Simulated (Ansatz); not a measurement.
## CH3Zn, SMILES [CH3][Zn]: a geometry optimisation, step by step

Computed with Ansatz's Python interface.

The cells in order, each with its output:

**Cell 1**
```python
import itertools

import ansatz as az
from ase.data import atomic_numbers, covalent_radii
import numpy as np
```

**Cell 2**
```python
mol = (
    az.Crystal.molecule()
    .atom("C", (0.0998, -0.2323, -0.0036))
    .atom("Zn", (-0.7611, 1.4309, 0.7184))
    .atom("H", (0.3137, -1.0886, 0.5441))
    .atom("H", (-0.5608, -0.4684, -0.8404))
    .atom("H", (0.9583, 0.2847, -0.4599))
)
```

**Cell 3**
```python
calculation = mol.calculation()
calculation = calculation.basis(gaussian="def2-SVP").correlation("mp2")
calculation = calculation.spin("collinear", total=1)
calculation = calculation.accuracy("medium")
symbols = [site.symbol for site in mol.cartesian_sites]
start = np.array([site.position_ang for site in mol.cartesian_sites], dtype=float)
def progress(event):
    if event["event"] == "relax_step":
        row = event["data"]
        print(f"step {row['step']:3d}  E = {row['lagrangian_ev']:.6f} eV  largest force component {row['allowed_force_max_ev_ang']:.4f} eV/A")


summary = calculation.relax(force_tolerance=0.005).session().plan().execute(on_event=progress).report
end = np.array(summary["positions_ang"])
```
Output:
```text
step   1  E = -49459.330350 eV  largest force component 2.7050 eV/A
step   2  E = -49459.509857 eV  largest force component 0.8673 eV/A
step   3  E = -49459.546511 eV  largest force component 0.2121 eV/A
step   4  E = -49459.549388 eV  largest force component 0.0345 eV/A
step   5  E = -49459.549532 eV  largest force component 0.0043 eV/A
```

**Cell 4**
```python
for key in ("converged", "free_energy_ev", "reference_energy_ev", "n_frozen", "n_occupied", "n_virtual"):
    print(f"{key:22s} {summary[key]}")
```
Output:
```text
converged              True
free_energy_ev         -49459.54953164799
reference_energy_ev    -49445.85042830689
n_frozen               6
n_occupied             [14, 13]
n_virtual              [40, 41]
```

**Cell 5**
```python
# pairs closer than 1.2 times the sum of covalent radii, before or after
radius = [covalent_radii[atomic_numbers[s]] for s in symbols]
span = lambda where, i, j: np.linalg.norm(where[i] - where[j])
bonded = [(i, j) for i, j in itertools.combinations(range(len(symbols)), 2) if min(span(start, i, j), span(end, i, j)) < 1.2 * (radius[i] + radius[j])]
print("pair        before    after (A)")
for i, j in bonded:
    print(f"{symbols[i]}{i}-{symbols[j]}{j}".ljust(10), f"{span(start, i, j):8.4f} {span(end, i, j):8.4f}")
```
Output:
```text
pair        before    after (A)
C0-Zn1       2.0072   2.0073
C0-H2        1.0387   1.1004
C0-H3        1.0920   1.1003
C0-H4        1.1011   1.1003
```

**Cell 6**
```python
charges = summary["charge_distribution"]
dipole = np.array(charges["dipole_moment_e_ang"]) * 4.803205
print("dipole (D): {:.3f} {:.3f} {:.3f}, length {:.3f}".format(*dipole, np.linalg.norm(dipole)))
print("atom  Mulliken   Lowdin")
for symbol, m, l in zip(symbols, charges["mulliken_charges_e"], charges["lowdin_charges_e"]):
    print(f"{symbol:4s} {m:9.3f} {l:8.3f}")
```
Output:
```text
dipole (D): -0.367 0.632 0.383, length 0.825
atom  Mulliken   Lowdin
C       -0.427   -0.236
Zn       0.278    0.281
H        0.050   -0.015
H        0.050   -0.015
H        0.050   -0.015
```

Notes:
- The settings weren't tested for convergence.
- The end point is the stationary point reached from this start; no frequency run checks that it is a minimum, and the basis set is modest.
- The species is open-shell (spin multiplicity 2).
- The Löwdin charges here are taken after orthogonalising the functions within each atom; they differ from plain Löwdin charges, and their signs can be unphysical.
- The whole script took 12 s on 1 thread of Arm Neoverse V1, with other jobs on the host, peak memory 0.21 GiB.
